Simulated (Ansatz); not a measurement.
# LaIn (Pm-3m): cell relaxations under several functionals, by script

Wanted for LaIn (Pm-3m): cell relaxations under several functionals.

All numbers are computed with the Python package of Ansatz 0.2.0. The levels of theory stand in the script.

## Step 1: The structure

It takes space group Pm-3m (No. 221, cubic). Conventional cell: a = 3.954 Å, b = 3.954 Å, c = 3.954 Å, α = 90.00°, β = 90.00°, γ = 90.00°. La (site symmetry m-3m) has 8 In at 3.42 Å as nearest neighbours. In (site symmetry m-3m) is surrounded by 8 La at 3.42 Å.

The script holds or builds the structure itself.

## Step 2: The code

lain.py reads:

```python
'''How the lattice of LaIn depends on the functional.'''

from dataclasses import dataclass

import ansatz
import numpy as np
from pymatgen.core import Lattice, Structure
from pymatgen.io.ase import AseAtomsAdaptor


@dataclass(frozen=True)
class Options:
    kgrid: tuple[int, ...] = (9, 9, 9)
    filling: str = 'Fermi-Dirac'
    sigma: float = 0.15


opts = Options()

def edges_and_angles(cell):
    cell = np.asarray(cell)
    a, b, c = np.linalg.norm(cell, axis=1)
    cosines = cell[1] @ cell[2] / (b * c), cell[0] @ cell[2] / (a * c), cell[0] @ cell[1] / (a * b)
    return (a, b, c, *np.degrees(np.arccos(cosines)))

pmg_structure = Structure(
    Lattice([(3.95407724, 0.0, 0.0), (0.0, 3.95407724, 0.0), (0.0, 0.0, 3.95407724)]),
    ['La', 'In'],
    [
        (0.5, 0.5, 0.5),
        (0.0, 0.0, 0.0),
    ],
)
lain = ansatz.Crystal.from_ase(AseAtomsAdaptor.get_atoms(pmg_structure))

setup = lain.calculation()
setup = setup.basis(38 * ansatz.Ry).kpoints(*opts.kgrid, center='gamma')
setup = setup.occupations(opts.filling, width=opts.sigma)
setup = setup.relax(cell=True)

levels = [('blyp', 'd3bj'), ('pbesol', 'none'), ('lda', 'none')]
print('level            a       b       c    alpha   beta  gamma  V/atom  steps')
for name, dispersion in levels:
    seen = []
    run = setup.functional(name, dispersion=dispersion).session().plan()
    result = run.execute(on_event=lambda e: seen.append(e) if e['event'] == 'relax_step' else None)
    cell = result.lattice.cell_ang
    label = name if dispersion == 'none' else f'{name}+{dispersion}'
    print('{:13s} {:7.4f} {:7.4f} {:7.4f} {:6.2f} {:6.2f} {:6.2f}'.format(label, *edges_and_angles(cell)), f'{abs(np.linalg.det(cell)) / len(result.lattice.sites):7.3f} {len(seen):5d}')
```

## Step 3: What the engine is handed

The package turns the script's settings into the engine's input (first run):

```yaml
crystal:
  lattice:
    - [3.95407724, 0.0, 0.0]
    - [0.0, 3.95407724, 0.0]
    - [0.0, 0.0, 3.95407724]
  atoms:
    - { symbol: La, position: [0.5, 0.5, 0.5] }
    - { symbol: In, position: [0.0, 0.0, 0.0] }
basis:
  ecutwfc: 517.016338673772
kpoints:
  mp_grid:
    grid: [9, 9, 9]
    shift: [0.0, 0.0, 0.0]
hamiltonian:
  xc: blyp
  dispersion: d3bj
scf:
  occupations:
    method: fermi_dirac
    width: 0.15
relax:
  cell: {}
```

## Step 4: Launch

Command:

```console
$ python lain.py
```

What it wrote:

```text
level            a       b       c    alpha   beta  gamma  V/atom  steps
blyp+d3bj      3.9085  3.9085  3.9085  90.00  90.00  90.00  29.855     4
pbesol         3.8980  3.8980  3.8980  90.00  90.00  90.00  29.615     4
lda            3.8555  3.8555  3.8555  90.00  90.00  90.00  28.655     5
```

It took 29 s on 1 thread of Arm Neoverse V2, shared host; peak memory 0.54 GiB.

## Step 5: Inputs of later runs

The engine's inputs for the other runs:

Run 2, against run 1:

```diff
@@ -16,2 +16,2 @@
-  xc: blyp
-  dispersion: d3bj
+  xc: pbesol
+  dispersion: none
```

Run 3, against run 1:

```diff
@@ -16,2 +16,2 @@
-  xc: blyp
-  dispersion: d3bj
+  xc: lda
+  dispersion: none
```

## Step 6: Run by run

The 3 runs, in the order started:

| run | functional | dispersion | energy (eV/atom) | final volume (Å³/atom) | pressure (GPa) | SCF cycles in all | CPU time (s) |
| --- | --- | --- | --- | --- | --- | --- | --- |
| 1 | blyp | d3bj | -5942.8455 | 29.85 | -0.02 | 21 | 8.7 |
| 2 | pbesol | none | -5843.8948 | 29.61 | -0.03 | 20 | 8 |
| 3 | lda | none | -5767.2137 | 28.65 | 0.00 | 25 | 11 |

Energies are free energies F = E - TS of the smeared occupations. Totals hang on method, basis and potentials, so only like runs compare.

## Step 7: Path of the relaxation of run 1

Step by step:

| step | E - E(step 1) (eV/cell) | largest force component (eV/Å) | pressure (GPa) | volume (Å³) |
| --- | --- | --- | --- | --- |
| 1 | 0.0000 | 0.0000 | -1.66 | 61.82 |
| 2 | -0.0111 | 0.0000 | 0.30 | 59.34 |
| 3 | -0.0114 | 0.0000 | -0.02 | 59.71 |
| 4 | -0.0114 | 0.0000 | -0.02 | 59.71 |

Step 1 is the start. Step 4 repeats the geometry before it on a plane-wave basis chosen anew for that cell, so its energy need not be comparable with the rows above.

|  | before | after | change |
| --- | --- | --- | --- |
| a (Å) | 3.954 | 3.909 | -1.2 % |
| b (Å) | 3.954 | 3.909 | -1.2 % |
| c (Å) | 3.954 | 3.909 | -1.2 % |
| volume (Å³/atom) | 30.91 | 29.85 | -3.4 % |
| shortest distance (Å) | 3.424 | 3.385 | -1.2 % |
| space group (0.01 Å) | Pm-3m | Pm-3m | same |

The run keeps the 48 symmetry operations of the start, so it could not have lowered the symmetry.

## Step 8: The relaxation of run 3, step by step

Relaxation path:

```csv
step,E - E(step 1) (eV/cell),largest force component (eV/Å),pressure (GPa),volume (Å³)
1,0.0000,0.0000,-3.69,61.82
2,-0.0531,0.0000,0.94,56.40
3,-0.0556,0.0000,-0.12,57.42
4,-0.0557,0.0000,0.00,57.31
5,-0.0555,0.0000,0.00,57.31
```

Step 1 is the start. Step 5 repeats the geometry before it on a plane-wave basis chosen anew for that cell, so its energy need not be comparable with the rows above.

|  | before | after | change |
| --- | --- | --- | --- |
| a (Å) | 3.954 | 3.855 | -2.5 % |
| b (Å) | 3.954 | 3.855 | -2.5 % |
| c (Å) | 3.954 | 3.855 | -2.5 % |
| volume (Å³/atom) | 30.91 | 28.65 | -7.3 % |
| shortest distance (Å) | 3.424 | 3.339 | -2.5 % |
| space group (0.01 Å) | Pm-3m | Pm-3m | same |

Forces and stress were held to the start's 48 operations: a distortion of lower symmetry was not tested.

## Step 9: What came out

```
      quantity                                     value
 runs compared                                         3
relaxed volume  28.65 (lda) to 29.85 Å³/atom (blyp d3bj)
```

**Reading.** From smallest to largest: LDA (28.65 Å³ an atom, -7.3 % against the start), PBEsol (29.61 Å³ an atom, -4.2 % against the start) and BLYP+D3BJ (29.85 Å³ an atom, -3.4 % against the start). The spread is 4.2 % in volume. In run 1, the volume shrank by 3.4 % over 2 moves, and the space group stayed Pm-3m. In run 3, over 3 moves the cell shrank by 7.3 % in volume, and the space group stayed Pm-3m. What to keep in mind:
- Forces vanish by symmetry, so the ions can't move, and the end may be a saddle.
- BLYP and dispersion corrections can be off by several per cent in the lattices of metals, and by several GPa in the pressure at a fixed cell.
- The structure comes from a database of computed cells and needn't be a stable or known phase.
